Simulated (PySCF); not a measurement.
# C26H16BN: the cost of one run

Computed with PySCF 2.14.0 and routines of our own; the level stands in each step. Atoms count from 0.

### Step 1. The starting structure

44 atoms, charge 0, multiplicity 1; geometry from: GFN2-xTB.

### Step 2. Electronic excitations: TDA LC-wPBE/def2-SVP in methanol

Job settings and geometry (Å):

```
{"job": {"kind": "uv", "basis": "def2-SVP", "grid": 1, "kgrid": 0, "vcut": 1.5, "nstates": 8, "ntriplets": 0, "tda": true, "delta": [], "pop": false, "xc": "LC-wPBE", "solvent": "methanol", "pol": false}, "charge": 0, "multiplicity": 1}
B     -4.125135    -2.578903     0.270113
N     -3.325427    -3.650413    -0.170825
C     -2.008083    -3.517106    -0.485039
C     -1.341101    -2.324514    -0.375176
C      0.043757    -2.236419    -0.705835
C      0.773623    -1.104309    -0.504816
C      2.213029    -1.048223    -0.732452
C      2.893456    -2.009154    -1.464504
C      4.277410    -1.955546    -1.621796
C      5.008376    -0.941546    -1.061068
C      4.364590     0.072260    -0.326424
C      5.081396     1.135351     0.261632
C      4.432042     2.107382     0.978929
C      3.049404     2.064383     1.133830
C      2.300486     1.041896     0.565617
C      0.879262     1.025026     0.654918
C      0.118052     0.055793     0.066502
C     -1.333885     0.076939     0.116046
C     -2.033681    -1.131662     0.037604
C     -3.421878    -1.213913     0.351287
C     -4.070371    -0.050514     0.723255
C     -3.449748     1.202879     0.631963
C     -4.174848     2.393502     0.865413
C     -3.609555     3.614852     0.646017
C     -2.304024     3.692948     0.136788
C     -1.559551     2.561403    -0.048139
C     -2.078414     1.283552     0.255582
C      2.956466     0.019535    -0.170761
H     -5.250621    -2.772067     0.525262
H     -3.701227    -4.582066    -0.280621
H     -1.487642    -4.400591    -0.831522
H      0.513995    -3.137661    -1.069718
H      2.355163    -2.815491    -1.938330
H      4.771661    -2.727416    -2.194312
H      6.081714    -0.903804    -1.178622
H      6.154031     1.168425     0.138065
H      4.991814     2.918133     1.422996
H      2.546411     2.841773     1.690992
H      0.412931     1.808887     1.233039
H     -5.101893    -0.096110     1.043215
H     -5.200324     2.309742     1.195465
H     -4.169514     4.521189     0.822432
H     -1.893397     4.657779    -0.121905
H     -0.575453     2.640190    -0.483885
```

With the program's defaults for keys left out, this is: TDA LC-wPBE/def2-SVP, vertical, IEF-PCM methanol (non-equilibrium linear response), core orbitals frozen in the response, virtual orbitals cut by energy.

Command:

```
$ OMP_NUM_THREADS=2 python large_run.py task.json out
```

This one command runs all jobs of the session in turn.

Q: Estimate the wall time and peak memory of this first job on 2 threads of Intel Xeon at 2.50GHz, shared host.

About 2.7 min, with a peak of 1.6 GiB.
